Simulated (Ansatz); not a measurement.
# ClGaH2S: vertical ionisation energy

How much energy removes an electron from ClGaH2S at fixed geometry? The cation is run at each level and the neutral's energy taken from earlier runs.

Method: unrestricted cation, the program's frozen cores in correlated methods; program: Ansatz 0.2.0, Gaussian basis.

The runs, in order: UKS PBE-D4/def2-TZVPP; UKS r2SCAN-D4/def2-TZVPP; UKS PBE0-D4/def2-TZVPP; UKS B3LYP-D4/def2-TZVPP; UKS wB97X-V/def2-TZVPP; UKS wB97M-V/def2-TZVPP; UKS B2PLYP/def2-TZVPP; UHF-CCSD(T)/def2-TZVPP; UHF-CCSD(T)/def2-QZVPP; extrapolation to the limit; then −ε(HOMO) from the neutral's earlier runs with LDA (SPW92), PBE-D4, revPBE-D4, BLYP-D4, r2SCAN-D4, B97M-V, PBE0-D4, B3LYP-D4, r2SCANh-D4, r2SCAN0-D4, HSE06-D4, BHLYP-D4, CAM-B3LYP-D4, LC-ωPBE, ωB97X-V, ωB97M-V.

## (1) Structure used throughout

The geometry comes from an earlier relaxation with PBE0-D4 in a triple-zeta def2 set; it is a stationary point.

SMILES `[SH][GaH][Cl]`, 5 atoms, charge 0, spin multiplicity 1.

Atoms are counted from 1 here; the program's logs count them from 0.

Bond lengths: S1–Ga2 2.186 Å, S1–H4 1.344 Å, Ga2–Cl3 2.139 Å, Ga2–H5 1.551 Å. Angles: Ga2–S1–H4 93.3°, S1–Ga2–Cl3 113.8°, S1–Ga2–H5 126.1°, Cl3–Ga2–H5 120.0°.

Coordinates:

```mol
ClGaH2S
  3D, bonds by distance, orders not assigned

  5  4  0  0  0  0  0  0  0  0999 V2000
   -1.5822   -0.4048   -0.2750 S   0  0
    0.5355   -0.0337    0.1173 Ga  0  0
    1.6458   -1.7965    0.6014 Cl  0  0
   -1.8459    0.8914   -0.5147 H   0  0
    1.2468    1.3436    0.0709 H   0  0
  1  2  8  0
  2  3  8  0
  1  4  8  0
  2  5  8  0
M  END
```

## (2) Cation, UKS PBE-D4/def2-TZVPP

The input, in.yaml:

```yaml
crystal:
  periodic: [false, false, false]
  atoms:
    - {symbol: S, position_ang: [-1.582244, -0.404850, -0.274952]}
    - {symbol: Ga, position_ang: [0.535532, -0.033673, 0.117337]}
    - {symbol: Cl, position_ang: [1.645812, -1.796461, 0.601374]}
    - {symbol: H, position_ang: [-1.845914, 0.891358, -0.514702]}
    - {symbol: H, position_ang: [1.246814, 1.343626, 0.070944]}
basis:
  gaussian: {orbitals: def2-TZVPP}
total_charge: 1
magnetization: {spin_polarized: true, initial_magnetization: 1}
hamiltonian: {xc: pbe, dispersion: d4}
```

Run with:

```console
$ ansatz run in.yaml --threads 2 --pin off --events-out ev --progress --plain --max-ram 32768MiB --backend cpu
```

The log of the run:

```text
Functional definition: PBE
  name "PBE"
  cite "Perdew, Burke & Ernzerhof, Phys. Rev. Lett. 77, 3865 (1996) doi:10.1103/PhysRevLett.77.3865"
  parent pbe
  parameter kappa = 0.804
  parameter beta = 0.06672455060314922
  exchange = pbe_x(kappa = kappa, mu = beta*pi^2/3)
  correlation = pbe_c(beta = beta)
1064 factors; their error is unknown
mean field evaluation 1: about -75739.6302 eV, gradient 3.3e1 eV
mean field evaluation 2: about -75699.0657 eV, gradient 8.8e1 eV
mean field evaluation 4: about -75738.9502 eV, gradient 2.5e1 eV
mean field evaluation 8: about -75743.9219 eV, gradient 4.3e0 eV
mean field evaluation 16: about -75744.1013 eV, gradient 9.4e-3 eV
mean field evaluation 32: about -75744.0900 eV, gradient 4.8e-5 eV
mean field evaluation 64: about -75743.6903 eV, gradient 4.2e0 eV
mean field -75744.09004859 eV, -2783.5439680976 hartree, gradient 2.5e-6 eV, S^2 0.754056; 6 other end points of the search recorded, 0 dependent functions left out
reference -75744.09008626 eV, -2783.5439694817 hartree; 33, 32 occupied and 127, 128 virtual orbitals, 1064 factors
Total energy: -75744.20096596 eV, -2783.5480442357 hartree
```

Wall time 19 s (2 threads, shared host).

Less the neutral's -75754.1957 eV (earlier run), this gives 9.995 eV. ⟨S²⟩ = 0.754.

## (3) Cation, UKS r2SCAN-D4/def2-TZVPP

in.yaml: that of step 2 with these lines changed.

```diff
@@ -12,2 +12,2 @@
 magnetization: {spin_polarized: true, initial_magnetization: 1}
-hamiltonian: {xc: pbe, dispersion: d4}
+hamiltonian: {xc: r2scan, dispersion: d4}
```

Same command.

The log of the run, cut to the lines that bear on the results:

```text
Functional definition: r2SCAN
  name "r2SCAN"
  cite "Furness, Kaplan, Ning, Perdew & Sun, J. Phys. Chem. Lett. 11, 8208 (2020) doi:10.1021/acs.jpclett.0c02405"
  cite "Furness, Kaplan, Ning, Perdew & Sun, J. Phys. Chem. Lett. 11, 9248 (2020) doi:10.1021/acs.jpclett.0c03077"
  parent r2scan
[...]
1064 factors; their error is unknown
[...]
mean field -75759.93787703 eV, -2784.1263650505 hartree, gradient 6.0e-6 eV, S^2 0.758815; 5 other end points of the search recorded, 0 dependent functions left out
reference -75759.93788950 eV, -2784.1263655088 hartree; 33, 32 occupied and 127, 128 virtual orbitals, 1064 factors
Total energy: -75759.96147519 eV, -2784.1272322670 hartree
```

Wall time 52 s (2 threads, shared host).

The neutral molecule at this level: -75770.1042 eV. Difference: 10.143 eV. ⟨S²⟩ = 0.759.

## (4) Cation, UKS PBE0-D4/def2-TZVPP

in.yaml: that of step 3 with these lines changed.

```diff
@@ -12,2 +12,2 @@
 magnetization: {spin_polarized: true, initial_magnetization: 1}
-hamiltonian: {xc: r2scan, dispersion: d4}
+hamiltonian: {xc: pbe0, dispersion: d4}
```

Same command.

The log of the run:

```text
Functional definition: PBE0
  name "PBE0"
  cite "Adamo & Barone, J. Chem. Phys. 110, 6158 (1999) doi:10.1063/1.478522"
  cite "Perdew, Burke & Ernzerhof, Phys. Rev. Lett. 77, 3865 (1996) doi:10.1103/PhysRevLett.77.3865"
  parent pbe
  parameter a = 0.25
  parameter kappa = 0.804
  parameter beta = 0.06672455060314922
  exchange = (1 - a)*pbe_x(kappa = kappa, mu = beta*pi^2/3) + a*exact_x
  correlation = pbe_c(beta = beta)
1171 factors; their error is unknown
mean field evaluation 1: about -75743.7353 eV, gradient 2.6e1 eV
mean field evaluation 2: about -75729.9722 eV, gradient 5.2e1 eV
mean field evaluation 4: about -75746.5621 eV, gradient 3.2e0 eV
mean field evaluation 8: about -75746.6404 eV, gradient 2.0e-1 eV
mean field evaluation 16: about -75746.8708 eV, gradient 1.2e-3 eV
mean field evaluation 32: about -75746.7914 eV, gradient 7.4e-1 eV
mean field -75746.87080882 eV, -2783.6461591512 hartree, gradient 1.0e-5 eV, S^2 0.758325; 7 other end points of the search recorded, 0 dependent functions left out
reference -75746.87083738 eV, -2783.6461602005 hartree; 33, 32 occupied and 127, 128 virtual orbitals, 1171 factors
Total energy: -75746.96556843 eV, -2783.6496415026 hartree
```

Run time: 22 s. Hardware: 2 threads, shared host; peak memory 0.83 GiB.

Less the neutral's -75757.2033 eV (earlier run), this gives 10.238 eV. ⟨S²⟩ = 0.758.

## (5) Cation, UKS B3LYP-D4/def2-TZVPP

in.yaml: that of step 4 with these lines changed.

```diff
@@ -12,2 +12,2 @@
 magnetization: {spin_polarized: true, initial_magnetization: 1}
-hamiltonian: {xc: pbe0, dispersion: d4}
+hamiltonian: {xc: {name: B3LYP}, dispersion: d4}
```

Launched as before.

The log of the run, cut to the lines that bear on the results:

```text
Functional definition: B3LYP
  name "B3LYP"
  cite "Stephens, Devlin, Chabalowski & Frisch, J. Phys. Chem. 98, 11623 (1994) doi:10.1021/j100096a001"
  cite "Becke, Phys. Rev. A 38, 3098 (1988) doi:10.1103/PhysRevA.38.3098"
  cite "Lee, Yang & Parr, Phys. Rev. B 37, 785 (1988) doi:10.1103/PhysRevB.37.785"
  cite "Vosko, Wilk & Nusair, Can. J. Phys. 58, 1200 (1980) doi:10.1139/p80-159"
[...]
1130 factors; their error is unknown
[...]
mean field -75763.96267817 eV, -2784.2742737644 hartree, gradient 8.4e-6 eV, S^2 0.757654; 5 other end points of the search recorded, 0 dependent functions left out
reference -75763.96292652 eV, -2784.2742828911 hartree; 33, 32 occupied and 127, 128 virtual orbitals, 1130 factors
Total energy: -75764.14644525 eV, -2784.2810270798 hartree
```

Wall time 23 s (2 threads, shared host); peak memory 0.82 GiB.

The neutral molecule at this level: -75774.3783 eV. Difference: 10.232 eV. ⟨S²⟩ = 0.758.

## (6) Cation, UKS wB97X-V/def2-TZVPP

in.yaml: that of step 5 with these lines changed.

```diff
@@ -12,2 +12,2 @@
 magnetization: {spin_polarized: true, initial_magnetization: 1}
-hamiltonian: {xc: {name: B3LYP}, dispersion: d4}
+hamiltonian: {xc: {name: wB97X-V}}
```

Same command.

The log of the run, cut to the lines that bear on the results:

```text
Functional definition: wB97X-V
  name "wB97X-V"
  cite "Mardirossian & Head-Gordon, Phys. Chem. Chem. Phys. 16, 9904 (2014) doi:10.1039/C3CP54374A"
  cite "Becke, J. Chem. Phys. 107, 8554 (1997) doi:10.1063/1.475007"
  cite "Vydrov & Van Voorhis, J. Chem. Phys. 133, 244103 (2010) doi:10.1063/1.3521275"
[...]
      + integral(e_c_pw_opposite_spin*poly(b97_u_opposite, cos0, cos1)) + vv10(b, c)
1122 factors; their error is unknown
209 factors; integrals over basis functions are off by at most 2.7e-5 eV
[...]
mean field -75753.18097037 eV, -2783.8780533108 hartree, gradient 2.3e-5 eV, S^2 0.754554; 2 other end points of the search recorded, 0 dependent functions left out
reference -75753.18096873 eV, -2783.8780532505 hartree; 33, 32 occupied and 127, 128 virtual orbitals, 1122 factors
Total energy: -75753.18096873 eV, -2783.8780532505 hartree
```

It took 41 s on 2 threads, shared host; peak memory 0.98 GiB.

The neutral molecule at this level: -75763.5544 eV. Difference: 10.373 eV. ⟨S²⟩ = 0.755.

## (7) Cation, UKS wB97M-V/def2-TZVPP

in.yaml: that of step 6 with these lines changed.

```diff
@@ -12,2 +12,2 @@
 magnetization: {spin_polarized: true, initial_magnetization: 1}
-hamiltonian: {xc: {name: wB97X-V}}
+hamiltonian: {xc: {name: wB97M-V}}
```

Launched as before.

The log of the run, cut to the lines that bear on the results:

```text
Functional definition: wB97M-V
  name "wB97M-V"
  cite "Mardirossian & Head-Gordon, J. Chem. Phys. 144, 214110 (2016) doi:10.1063/1.4952647"
  cite "Becke, J. Chem. Phys. 107, 8554 (1997) doi:10.1063/1.475007"
  cite "Vydrov & Van Voorhis, J. Chem. Phys. 133, 244103 (2010) doi:10.1063/1.3521275"
  # Of w^i u^j: cxij and so on, Table III.
[...]
  gx(w, u) = 1 - cx + cx01*u + cx10*w
  gss(w, u) = css00 + css04*u^4 + css10*w + css20*w^2 + css43*w^4*u^3
  gos(w, u) = cos00 + cos10*w + (cos20 + cos21*u)*w^2 + (cos60 + cos61*u)*w^6
[...]
      + integral(e_c_pw_mod_opposite_spin*gos(b97_w_opposite, b97_u_opposite)) + vv10(b, c)
1122 factors; their error is unknown
209 factors; integrals over basis functions are off by at most 2.7e-5 eV
[...]
mean field -75757.39367501 eV, -2784.0328673508 hartree, gradient 3.4e-5 eV, S^2 0.753654; 2 other end points of the search recorded, 0 dependent functions left out
reference -75757.39371778 eV, -2784.0328689226 hartree; 33, 32 occupied and 127, 128 virtual orbitals, 1122 factors
Total energy: -75757.39371778 eV, -2784.0328689226 hartree
```

Run time: 49 s. Hardware: 2 threads, shared host; peak memory 1 GiB.

Less the neutral's -75767.7458 eV (earlier run), this gives 10.352 eV. ⟨S²⟩ = 0.754.

## (8) Cation, UKS B2PLYP (frozen core)/def2-TZVPP

in.yaml: that of step 7 with these lines changed.

```diff
@@ -12,2 +12,2 @@
 magnetization: {spin_polarized: true, initial_magnetization: 1}
-hamiltonian: {xc: {name: wB97M-V}}
+hamiltonian: {xc: {name: B2PLYP}}
```

The command is unchanged.

The log of the run, cut to the lines that bear on the results:

```text
Functional definition: B2PLYP
  name "B2PLYP"
  cite "Grimme, J. Chem. Phys. 124, 034108 (2006) doi:10.1063/1.2148954"
  cite "Becke, Phys. Rev. A 38, 3098 (1988) doi:10.1103/PhysRevA.38.3098"
  cite "Lee, Yang & Parr, Phys. Rev. B 37, 785 (1988) doi:10.1103/PhysRevB.37.785"
[...]
960 factors; integrals over basis functions are off by at most 1.1e-3 eV
[...]
mean field -75739.70445881 eV, -2783.3828006456 hartree, gradient 5.4e-6 eV, S^2 0.757942; 3 other end points of the search recorded, 0 dependent functions left out
19 core orbitals not correlated: weight in the atoms' cores, before any rotation towards them, 1.000 or more for the frozen orbitals, at most 0.000 for the correlated occupied ones
reference -75739.70461687 eV, -2783.3828064543 hartree; 14, 13 occupied and 127, 128 virtual orbitals, 960 factors
second order -18.46125391 eV of doubles, -0.00000000 eV of singles
Total energy: -75744.68915543 eV, -2783.5659848676 hartree
```

Wall time 18 s (2 threads, shared host).

The neutral molecule at this level: -75754.9574 eV. Difference: 10.268 eV. ⟨S²⟩ = 0.758.

## (9) Cation, UHF-CCSD(T)/def2-TZVPP

in.yaml: that of step 8 with these lines changed.

```diff
@@ -12,2 +12,3 @@
 magnetization: {spin_polarized: true, initial_magnetization: 1}
-hamiltonian: {xc: {name: B2PLYP}}
+correlation: {method: ccsd_t}
+scf: {omitted_lower_state_checks: [cluster_reference]}
```

Run with:

```console
$ ansatz run in.yaml --threads 2 --pin off --events-out ev --progress --plain --max-ram 32768MiB --backend cuda --devices 0, --max-vram 18GiB
```

The log of the run, cut to the lines that bear on the results:

```text
Functional definition: HF
  name "HF"
  cite "Fock, Z. Phys. 61, 126 (1930) doi:10.1007/BF01340294"
  parent pbe
[...]
960 factors; integrals over basis functions are off by at most 1.1e-3 eV
[...]
mean field -75681.08974087 eV, -2781.2287494919 hartree, gradient 3.3e-6 eV, S^2 0.764158; 8 other end points of the search recorded, 0 dependent functions left out
19 core orbitals not correlated: weight in the atoms' cores, before any rotation towards them, 1.000 or more for the frozen orbitals, at most 0.000 for the correlated occupied ones
reference -75681.08974087 eV, -2781.2287494919 hartree; 14, 13 occupied and 127, 128 virtual orbitals, 960 factors
second order -14.86912486 eV of doubles, -0.00000000 eV of singles
cycle   1  -15.31094710 eV  change   -4.4e-1 eV  update   1.0e-1
[...]
cycle  13  -15.90848066 eV  change   -1.1e-5 eV  update   5.9e-6
perturbative correction -0.67833677 eV, -0.0249284164 hartree
Total energy: -75697.67655830 eV, -2781.8383037894 hartree
Checks for a lower state left out: cluster_reference
```

Run time: 7 s. Hardware: 1 × H100 (card shared with other runs) with 2 threads, shared host; peak host memory 0.8 GiB.

Less the neutral's -75707.9721 eV (earlier run), this gives 10.296 eV. ⟨S²⟩ = 0.764. T1 = 0.017 (report).

## (10) Cation, UHF-CCSD(T)/def2-QZVPP

in.yaml: that of step 9 with these lines changed.

```diff
@@ -9,3 +9,3 @@
 basis:
-  gaussian: {orbitals: def2-TZVPP}
+  gaussian: {orbitals: "def2-QZVPP.json"}
 total_charge: 1
```

The command is unchanged.

The log of the run, cut to the lines that bear on the results:

```text
Functional definition: HF
  name "HF"
  cite "Fock, Z. Phys. 61, 126 (1930) doi:10.1007/BF01340294"
  parent pbe
[...]
1777 factors; integrals over basis functions are off by at most 9.4e-4 eV
[...]
mean field -75682.85377958 eV, -2781.2935767188 hartree, gradient 1.1e-6 eV, S^2 0.764519; 8 other end points of the search recorded, 0 dependent functions left out
19 core orbitals not correlated: weight in the atoms' cores, before any rotation towards them, 1.000 or more for the frozen orbitals, at most 0.000 for the correlated occupied ones
reference -75682.85377958 eV, -2781.2935767188 hartree; 14, 13 occupied and 256, 257 virtual orbitals, 1777 factors
second order -22.46515652 eV of doubles, -0.00000000 eV of singles
cycle   1  -22.24509476 eV  change    2.2e-1 eV  update   1.0e-1
[...]
cycle  13  -22.88379227 eV  change   -2.1e-6 eV  update   6.3e-6
perturbative correction -0.86753675 eV, -0.0318813876 hartree
Total energy: -75706.60510860 eV, -2782.1664219610 hartree
Checks for a lower state left out: cluster_reference
```

It took 24 s on 1 × H100 (card shared with other runs) with 2 threads, shared host; peak host memory 0.86 GiB.

Less the neutral's -75717.0010 eV (earlier run), this gives 10.396 eV. ⟨S²⟩ = 0.765. T1 = 0.017 (report).

## (11) The basis-set limit

No new run: Hartree-Fock is extrapolated as exp(−7.88√X) and correlation as X^−2.97, with X = 3 and 4.

```csv
level,energy at the limit (eV)
HF,-75683.0968
MP2,-75711.1886
CCSD,-75711.1474
CCSD(T),-75712.1551
```

This is no true limit for total energies: MP2 correlation changes by a factor of 1.51 from triple to quadruple zeta (about 1.07 in light molecules), because outer-core shells are correlated in sets not made for them. Much of that cancels between molecule and atoms or ions.

The neutral's limit, from its own earlier runs, is -75723.3729 eV in the additive form (MP2 limit plus CCSD(T) minus MP2 in triple zeta), in which the cation has -75712.9063 eV.

## (12) Ionisation energies side by side

Differences are taken before rounding.

```csv
method,ionisation energy (eV),from CCSD(T)/CBS (eV),time
PBE-D4,9.99,-0.47,21 s
r2SCAN-D4,10.14,-0.32,56 s
PBE0-D4,10.24,-0.23,25 s
B3LYP-D4,10.23,-0.23,27 s
ωB97X-V,10.37,-0.09,47 s
ωB97M-V,10.35,-0.11,59 s
B2PLYP,10.27,-0.20,23 s
HF/def2-TZVPP,9.25,-1.22,
MP2/def2-TZVPP,10.39,-0.08,
CCSD/def2-TZVPP,10.23,-0.23,
CCSD(T)/def2-TZVPP,10.30,-0.17,13 s (GPU)
CCSD(T)/CBS,10.47,0,43 s (GPU)
```

Some runs used a GPU and others CPU threads alone; cost is compared among the CPU runs only.

Among the levels timed on like hardware, those that no quicker one beats, quickest first: PBE-D4 (21 s, -0.47 eV); B2PLYP (23 s, -0.20 eV); ωB97X-V (47 s, -0.09 eV).

Times add the cation's run and the neutral's; HF, MP2 and CCSD come out of the CCSD(T) runs.

For comparison, −ε(HOMO) of the neutral from earlier runs:

```csv
functional,−ε(HOMO) (eV),by energy difference (eV)
LDA (SPW92),6.97,
PBE-D4,6.83,9.99
revPBE-D4,6.78,
BLYP-D4,6.65,
r2SCAN-D4,7.13,10.14
B97M-V,7.19,
PBE0-D4,8.04,10.24
B3LYP-D4,7.78,10.23
r2SCANh-D4,7.57,
r2SCAN0-D4,8.24,
HSE06-D4,7.64,
BHLYP-D4,9.09,
CAM-B3LYP-D4,9.34,
LC-ωPBE,10.77,
ωB97X-V,10.39,10.37
ωB97M-V,10.21,10.35
```

## (13) Outcome

| quantity | value |
| --- | --- |
| ionisation energy, CCSD(T)/CBS | 10.47 eV |
| nearest functional by difference | ωB97X-V (-0.09 eV) |
| nearest −ε(HOMO) | ωB97X-V (-0.08 eV) |
| −ε(HOMO) of PBE | 6.83 eV |
| T1 of the cation | 0.017 |

**Reading.** By cation minus neutral, the functionals miss by 0.47 eV at most. −ε(HOMO) of PBE misses by 3.6 eV, since self-interaction lifts the level. Among orbital estimates ωB97X-V comes nearest. Hartree-Fock falls 1.22 eV short, as the neutral has more correlation energy than the cation. The cation may have settled in a state other than its lowest; no search over hole states beyond the program's own was made. Correlated methods include outer-core shells of Ga, which these sets cover unevenly. With outer-core shells in play the reference is unsure by up to some tenths of an eV, so close misses can't be ranked.

For cost: ωB97X-V gets within 0.09 eV in 47 s; the quickest level in the cost chart, PBE-D4, takes 21 s and misses by 0.47 eV.
